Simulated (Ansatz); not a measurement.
**AlBrGeH₄Si: up Jacob's ladder to CCSD(T)**

Aim: compute AlBrGeH₄Si with functionals from several rungs and with coupled cluster, and see how far each lands from CCSD(T) at the basis-set limit for the atomisation energy.

The runs use Ansatz 0.2.0, Gaussian basis; functionals in def2-TZVPP, the program's frozen cores in correlated methods.

Plan: LDA (SPW92), PBE-D4, revPBE-D4, BLYP-D4, r2SCAN-D4, B97M-V, PBE0-D4, B3LYP-D4, r2SCANh-D4, r2SCAN0-D4, HSE06-D4, BHLYP-D4, CAM-B3LYP-D4, LC-ωPBE, ωB97X-V, ωB97M-V, B2PLYP, PBE-QIDH; CCSD(T)/def2-SVP; CCSD(T)/def2-TZVPP; MP2/def2-QZVPP; extrapolation to the limit; RPA on PBE.

**1. The geometry**

An earlier PBE0-D4 in a triple-zeta def2 set relaxation fixed the geometry.

8 atoms, charge 0, spin multiplicity 1.

Atoms are counted from 1 here; the program's logs count them from 0.

Bond lengths: Br1–Si2 2.446 Å, Br1–Al3 2.544 Å, Si2–Al3 2.389 Å, Si2–Ge4 2.381 Å, Si2–H5 1.495 Å, Al3–Ge4 2.484 Å, Al3–H6 1.577 Å, Ge4–H7 1.544 Å, Ge4–H8 1.542 Å. Angles: Si2–Br1–Al3 57.2°, Br1–Si2–Al3 63.5°, Br1–Si2–Ge4 90.8°, Br1–Si2–H5 100.2°, Al3–Si2–Ge4 62.7°, Al3–Si2–H5 158.2°, Ge4–Si2–H5 135.4°, Br1–Al3–Si2 59.3°, Br1–Al3–Ge4 86.3°, Br1–Al3–H6 113.8°, Si2–Al3–Ge4 58.5°, Si2–Al3–H6 146.9°, Ge4–Al3–H6 153.1°, Si2–Ge4–Al3 58.8°, Si2–Ge4–H7 108.4°, Si2–Ge4–H8 126.1°, Al3–Ge4–H7 113.6°, Al3–Ge4–H8 130.1° and more.

**2. LDA**

This LDA is Slater exchange with PW92 correlation.

The input, in.yaml:

```yaml
crystal:
  periodic: [false, false, false]
  atoms:
    - {symbol: Br, position_ang: [-1.647565, 1.610342, 0.075200]}
    - {symbol: Si, position_ang: [0.264333, 0.694751, -1.145005]}
    - {symbol: Al, position_ang: [0.446599, 0.750280, 1.236434]}
    - {symbol: Ge, position_ang: [0.055287, -1.375558, 0.013184]}
    - {symbol: H, position_ang: [-0.046040, 1.178851, -2.525021]}
    - {symbol: H, position_ang: [0.856433, 1.584348, 2.510992]}
    - {symbol: H, position_ang: [1.340337, -2.197502, -0.224189]}
    - {symbol: H, position_ang: [-1.177183, -2.302615, 0.002503]}
basis:
  gaussian: {orbitals: def2-TZVPP}
hamiltonian: {xc: lda}
output: {orbitals: {seedname: orbitals}}
```

Further steps of the session: PBE-D4 (GGA); revPBE-D4 (GGA); BLYP-D4 (GGA); r2SCAN-D4 (meta-GGA); B97M-V (meta-GGA); PBE0-D4 (hybrid); B3LYP-D4 (hybrid); r2SCANh-D4 (hybrid); r2SCAN0-D4 (hybrid); HSE06-D4 (hybrid); BHLYP-D4 (hybrid); CAM-B3LYP-D4 (range-separated); LC-ωPBE (range-separated); ωB97X-V (range-separated); ωB97M-V (range-separated); B2PLYP (double hybrid); PBE-QIDH (double hybrid); CCSD(T) in def2-SVP; CCSD(T) in def2-TZVPP; MP2 in def2-QZVPP; RPA on PBE orbitals.

Q: Predict the results of all the runs planned. Wanted: atomisation energy, CCSD(T)/CBS; farthest beyond LDA; mean size of error, GGA; mean size of error, meta-GGA; mean size of error, hybrid; mean size of error, range-separated; mean size of error, double hybrid; gap, smallest and largest; T1 diagnostic.

**Answer**, as computed:

| quantity | value |
| --- | --- |
| atomisation energy, CCSD(T)/CBS | 2016.2 kJ/mol |
| functionals within 20.2 kJ/mol (1.0 %) | PBE-D4, r2SCAN-D4, r2SCANh-D4, r2SCAN0-D4, ωB97X-V |
| farthest beyond LDA | BHLYP-D4 (-81.8 kJ/mol) |
| mean size of error, GGA | 51.3 kJ/mol |
| mean size of error, meta-GGA | 22.8 kJ/mol |
| mean size of error, hybrid | 34.8 kJ/mol |
| mean size of error, range-separated | 40.6 kJ/mol |
| mean size of error, double hybrid | 53.1 kJ/mol |
| gap, smallest and largest | 2.88 eV (LDA (SPW92)), 9.08 eV (LC-ωPBE) |
| T1 diagnostic | 0.0120 |
| triples share of the correlation energy | 4.1 % |

LDA overbinds by 265.2 kJ/mol (13 %). PBE-D4 is off by -13.5 kJ/mol. Double hybrids carry the basis error of their MP2 part in triple zeta, and no dispersion term here, so their miss is partly the set-up's. Taken by rung, meta-GGA functionals do best (22.8 kJ/mol on average) and double hybrid ones worst beyond LDA (53.1 kJ/mol). Misses under about 20.2 kJ/mol are within the doubt on the reference itself, which lacks core-valence correlation, relativity and higher excitations, and its outer-core shells are covered unevenly. All levels share the lack of spin-orbit coupling, which lowers the free heavy atoms and so the true binding. Hartree-Fock recovers 69 % of the binding; the rest is correlation. CCSD(T) in def2-SVP is off by -187.8 kJ/mol, more than most functionals: a good method in a small basis is no reference. The gap grows from 2.9 to 9.1 eV across the functionals, mostly with the share of exact exchange. Correlated methods include outer-core shells of Br, Ge, which these sets cover unevenly.
